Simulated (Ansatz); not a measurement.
# Al: the cost of one run

Program: Ansatz 0.2.0. Level of theory: DFT r2SCAN, scalar-relativistic, plane waves, PAW. These are calculated values, not measurements.

### Step 1. Starting point

The structure is orthorhombic, space group Cmce (No. 64). The conventional cell has a = 5.374 Å, b = 3.552 Å, c = 7.244 Å, α = 90.00°, β = 90.00°, γ = 90.00°. Al (site symmetry m) has 1 Al at 2.00 Å as nearest neighbours.

Structure file:

```
CELL_PARAMETERS angstrom
2.68681 -1.77578 0.00000
2.68681 1.77578 0.00000
0.00000 0.00000 7.24384
ATOMIC_POSITIONS crystal
Al 0.85000 0.15000 0.11700
Al 0.65000 0.35000 0.61700
Al 0.15000 0.85000 0.88300
Al 0.35000 0.65000 0.38300
```

This is candidate A: iodine type (Cmce, No. 64).

(A quick probe on a coarse mesh, which set the mesh and smearing, is not shown.)

### Step 3. Rough relaxation on the coarse mesh (candidate A)

Contents of input.yaml:

```yaml
crystal:
  lattice:
    - [2.6868123428, -1.7757774202, 0.0]
    - [2.6868123428, 1.7757774202, 0.0]
    - [0.0, 0.0, 7.2438386526]
  atoms:
    - { symbol: Al, position: [0.85, 0.15, 0.117] }
    - { symbol: Al, position: [0.65, 0.35, 0.617] }
    - { symbol: Al, position: [0.15, 0.85, 0.883] }
    - { symbol: Al, position: [0.35, 0.65, 0.383] }
basis:
  ecutwfc: 500
kpoints:
  mp_grid: { grid: [6, 6, 4] }
hamiltonian:
  xc: r2scan
scf:
  occupations: { method: gaussian, width: 0.1 }
  lower_state_search: "off"
output:
  forces: true
  stress: true
  eigenvalues: true
relax:
  adjacent_minimum: "off"
  f_tol: 0.04
  max_steps: 70
  cell: { stress_tol: 0.4 }
```

**Question.** How long does this run take on 1 thread of an x86-64 CPU, shared host, and how much memory does it need?

About 21 s, with a peak of 0.52 GiB.
